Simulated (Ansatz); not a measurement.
Consider a comparison of norm-conserving and PAW potentials of Li₃Ag, space group Fm-3m (Ansatz 0.2.0, Python API).

`li3ag.vasp`
```text
Li3Ag
1.0
   0.00000000    3.20195000    3.20195000
   3.20195000    0.00000000    3.20195000
   3.20195000    3.20195000    0.00000000
Li Ag
3 1
Direct
   0.25000000    0.25000000    0.25000000
   0.75000000    0.75000000    0.75000000
   0.50000000    0.50000000    0.50000000
   0.00000000    0.00000000    0.00000000
```

Script `nc_paw_li3ag.py`:
```python
import ansatz
from ase.io import read
import numpy as np


def count_gap(report):
    # lowest empty less highest filled band, counting bands; zero where they overlap
    return max(report.get("gap_by_band_count_ev") or 0.0, 0.0)


def main() -> None:
    atoms = read("li3ag.vasp", format="vasp")
    xtal = ansatz.Crystal.from_ase(atoms)

    model = (
        xtal.calculation()
        .kpoints(6)
        .functional("pbesol")
        .occupations("fermi_dirac")
        .stress()
        .forces()
        .band_table()
    )
    variants = {
        "PAW": model.pseudopotentials("paw"),
        "norm-conserving": model.pseudopotentials("nc"),
    }
    rows = []
    for label, variant in variants.items():
        data = variant.run().report
        levels = np.array(data["eigenvalues_ev"][0]) - data["fermi_energy_ev"]
        print(label, "levels at the first k-point near E_F:", np.round(levels[np.abs(levels) < 5], 3))
        rows.append((label, data["n_electrons"], np.trace(data["stress_gpa"]) / 3, count_gap(data)))
    print("     treatment  electrons in bands           P GPa  gap by band count eV")
    for row in rows:
        print(f"{str(row[0]):>14s}  {row[1]:18.1f}  {row[2]:14.3f}  {row[3]:20.3f}")


if __name__ == "__main__":
    main()
```

How well do the two treatments of the cores agree on the pressure?

PAW gives -0.314 GPa and norm-conserving -0.308 GPa, 0.006 GPa apart. They took 1.1 and 4.1 s of processor time.

What the script printed:

Running `python nc_paw_li3ag.py` prints:
```text
DeckWarning: basis.ecutwfc = 420 eV, auto-derived from the records' recommended cutoffs: set by Li (normal level)
PAW levels at the first k-point near E_F: [-4.732 -4.732 -4.732 -4.498 -4.498  3.921  3.921  3.921  4.95   4.95 ]
DeckWarning: basis.ecutwfc = 1115.666836 eV, auto-derived from the records' recommended cutoffs: set by Ag (normal level)
norm-conserving levels at the first k-point near E_F: [-4.732 -4.732 -4.732 -4.499 -4.499  3.922  3.922  3.922  4.953  4.953]
     treatment  electrons in bands           P GPa  gap by band count eV
           PAW                28.0          -0.314                 0.000
norm-conserving                28.0          -0.308                 0.000
```
(Warnings from the package without file and line.)

Reading the output:
- The computed bands are complete only to about 3.8 eV above the Fermi level.
- The mesh is modest for a metal, so energies can be off by several to tens of meV an atom and pressures by half a GPa or more; differences at equal mesh fare better.
- A gap by band count of zero or less means overlapping bands, a metal.
- The structure comes from a database of computed cells and needn't be a stable or known phase.
- Levels are Kohn-Sham eigenvalues on this mesh, without spin-orbit coupling.
- Stress is positive in compression.
- Run time: 6 s on 1 thread of Arm Neoverse V1, with other jobs on the host, peak memory 0.55 GiB.
